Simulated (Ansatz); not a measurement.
Runs of Ansatz 0.2.0 on BPd4. It takes space group Pmm2 (No. 25, orthorhombic). Conventional cell: a = 2.892 Å, b = 4.365 Å, c = 5.856 Å, α = 90.00°, β = 90.00°, γ = 90.00°. Pd (site symmetry mm2) has 1 B at 1.96 Å as nearest neighbours. Pd (site symmetry mm2) has 2 B at 2.03 Å as nearest neighbours. Pd (site symmetry mm2) has 10 Pd at 2.73 to 3.07 Å as nearest neighbours. Pd (site symmetry mm2) is surrounded by 2 B at 2.18 Å. Around B (site symmetry mm2) lie 5 Pd at 1.96 to 2.18 Å. The cell comes from a database or a generator and needn't be the stable form of this composition.

| level | cutoff (eV) | gap on the mesh (eV) | pressure (GPa) | largest force (eV/Å) |
| --- | --- | --- | --- | --- |
| PBE | 420 | none | -1.2 | 0.27 |
| BLYP | 420 | none | (b) | 0.31 |
| RPBE | 420 | none | 2.8 | 0.28 |
| revPBE | 420 | none | 1.7 | 0.27 |
| r2SCAN | 500 | none | -4.7 | (a) |
| LDA | 420 | none | -13.3 | 0.23 |
| PBEsol | 420 | none | -8.5 | 0.20 |

Alike in all rows: task projected density of states; potentials or basis Ansatz PAW; no spin polarisation; cell as given; k mesh 9 × 6 × 5; smearing fermi-dirac 0.05 eV.

Task: Estimate the missing entries.

Result: (a) 0.34; (b) 7.2.

Caveats: the density of states is complete only up to the lowest level of the last band computed; the PAW data sets come from PBE, with cores solved anew for the run's functional, which leaves a small shift of forces and pressure (some runs).

A k mesh can miss the band edges, and the runs leave out spin-orbit coupling on Pd.

A gap of «none» marks a metal or a gap under the smearing width.
